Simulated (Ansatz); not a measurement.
Run this with Ansatz 0.2.0 through its Python package and show what comes out.

The script, `run_energy.py`:
```python
'''Single point of CH5BSSi.'''

import argparse
import sys

import ansatz as az

parser = argparse.ArgumentParser(description='Single point of CH5BSSi.')
parser.add_argument('--basis', default='aug-cc-pVDZ', help='Gaussian basis set')
parser.add_argument('--xc', default='r2scan', help='exchange-correlation functional')
parser.add_argument('--dispersion', default='d3bj', help='dispersion correction')
args = parser.parse_args()

geometry_ang = [
    ('B', (-0.7242, 0.245, -1.3493)),
    ('Si', (0.6337, 0.6237, -0.0529)),
    ('C', (-0.0172, -0.8338, 0.8177)),
    ('S', (-1.1071, -1.3304, -0.4213)),
    ('H', (-1.4899, 1.0725, -1.882)),
    ('H', (0.4312, 1.8899, 0.6968)),
    ('H', (2.0043, 0.4119, -0.613)),
    ('H', (-0.4509, -0.5397, 1.7727)),
    ('H', (0.8086, -1.5855, 1.0142)),
]
ch5bssi = az.Crystal.molecule()
for symbol, xyz in geometry_ang:
    ch5bssi = ch5bssi.atom(symbol, xyz)

job = ch5bssi.calculation()
job = job.basis(gaussian=args.basis)
job = job.functional(args.xc, dispersion=args.dispersion)
try:
    data = job.run(threads=1).report
except az.AnsatzError as error:
    sys.exit(f'{type(error).__name__}: {error}')

print('reference energy %16.6f eV' % data['reference_energy_ev'])
print('total energy     %16.6f eV' % data['free_energy_ev'])
print('occupied orbitals outside the frozen core (up, down):', data['n_occupied'], ' frozen:', data['n_frozen'], ' virtual:', data['n_virtual'])
```

Running `python run_energy.py` prints:
```text
DeckWarning: the engine holds no damping parameters fitted to this dispersion correction and functional, so the run takes those fitted to r2scan beside the three-body term, which d3bj leaves out (hamiltonian.dispersion, under Limitations)
reference energy    -20504.144894 eV
total energy        -20504.205886 eV
occupied orbitals outside the frozen core (up, down): [23, 23]  frozen: 0  virtual: [122, 122]
```
(Warnings from the package without file and line.)

Caveats:
- Total energies depend on the basis set; only differences at equal settings carry meaning.
- The geometry is a force-field or estimated start, not a minimum of this method, and the basis set is short of its limit.
- Total less reference energy is the dispersion correction.
- A dispersion term here runs with damping parameters fitted for another variant or functional.
- It ran for 23 s on 1 thread of Arm Neoverse N1 (shared host), peak memory 0.27 GiB.
